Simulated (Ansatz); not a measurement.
# YSn3: response to strain

Aim: deform YSn3 (equal xy, yz and zx engineering shear strains of -1 %) and compute stress, forces and field gradients with LAPW, PAW and all-electron datasets made for the crystal.

Program: Ansatz 0.2.0. Level of theory: DFT PBEsol, scalar-relativistic. These are calculated values, not measurements.

## Step 1: The system as given

It takes space group Pm-3m (No. 221, cubic). The conventional cell has a = 4.666 Å, b = 4.666 Å, c = 4.666 Å, α = 90.00°, β = 90.00°, γ = 90.00°. Around Y (site symmetry m-3m) lie 12 Sn at 3.30 Å. Sn (site symmetry 4/mmm) has 8 Sn at 3.30 Å and 4 Y at 3.30 Å in its first shell of neighbours.

As a file:

```xyz
4
Lattice="4.6660 0.0000 0.0000 0.0000 4.6660 0.0000 0.0000 0.0000 4.6660" Properties=species:S:1:pos:R:3 pbc="T T T"
Y     0.0000    0.0000    0.0000
Sn    0.0000    2.3330    2.3330
Sn    2.3330    0.0000    2.3330
Sn    2.3330    2.3330    0.0000
```

Atoms are numbered in the order of the input: Y1, Sn2, Sn3, Sn4.

## Step 2: After the deformation

Space group Pm-3m before, R-3m after.

## Step 3: All-electron LAPW

File input.yaml:

```yaml
crystal:
  lattice:
    - [4.666, -0.02333, -0.02333]
    - [-0.02333, 4.666, -0.02333]
    - [-0.02333, -0.02333, 4.666]
  atoms:
    - { symbol: "Y", position: [0.0, 0.0, 0.0] }
    - { symbol: Sn, position: [0.0, 0.5, 0.5] }
    - { symbol: Sn, position: [0.5, 0.0, 0.5] }
    - { symbol: Sn, position: [0.5, 0.5, 0.0] }
kpoints:
  mp_grid: { grid: [8, 8, 8] }
  band_path:
    path:
      - [0.0, 0.0, 0.0]
      - [0.5, 0.0, 0.0]
      - [0.5, -0.5, 0.5]
      - [0.4901240068, -0.5098759932, 0.4901240068]
      - [0.4901240068, 0.4901240068, 0.4901240068]
      - [0.0, 0.0, 0.0]
      - [0.5, -0.5, 0.0]
    npoints: 5
scf:
  occupations: { method: fermi_dirac, width: 0.05 }
hamiltonian:
  xc: pbesol
  pseudopotentials: { kind: all_electron, lapw: { basis_error: 0.001 } }
output:
  forces: true
  stress: true
  eigenvalues: true
```

Launch:

```sh
ansatz run input.yaml --threads 1 --pin off --max-ram 4096MiB --backend cpu --events-out ev --progress --plain --runs-dir out
```

## Step 4: PAW with frozen cores

File input.yaml:

```yaml
crystal:
  lattice:
    - [4.666, -0.02333, -0.02333]
    - [-0.02333, 4.666, -0.02333]
    - [-0.02333, -0.02333, 4.666]
  atoms:
    - { symbol: "Y", position: [0.0, 0.0, 0.0] }
    - { symbol: Sn, position: [0.0, 0.5, 0.5] }
    - { symbol: Sn, position: [0.5, 0.0, 0.5] }
    - { symbol: Sn, position: [0.5, 0.5, 0.0] }
kpoints:
  mp_grid: { grid: [8, 8, 8] }
scf:
  occupations: { method: fermi_dirac, width: 0.05 }
hamiltonian:
  xc: pbesol
  pseudopotentials: { kind: paw }
output:
  forces: true
  stress: true
  eigenvalues: true
  efg: { contact_densities: true }
```

## Step 5: Datasets made for this crystal

input.yaml: that of step 4 with these lines changed.

```diff
@@ -16,3 +16,3 @@
   xc: pbesol
-  pseudopotentials: { kind: paw }
+  pseudopotentials: { kind: all_electron, datasets: crystal }
 output:
```

(Steps that only read results are left out.)

Q: Predict the outcome of this session. Wanted: pressure; largest shear or deviatoric stress.

**Answer**, as computed:

| quantity | value |
| --- | --- |
| pressure | LAPW -0.81, PAW -0.81, crystal datasets -0.81 GPa |
| largest shear or deviatoric stress (LAPW) | 0.28 GPa |

The largest part of the stress beyond the pressure is 0.28 GPa in size; the atoms are carried along and not relaxed. No run of the undeformed cell stands beside it, so pressure and stress hold what the given cell had before the change, as far as its symmetry allows. PAW: stress within 0.01 GPa of LAPW. Crystal datasets: stress within 0.01 GPa of LAPW.
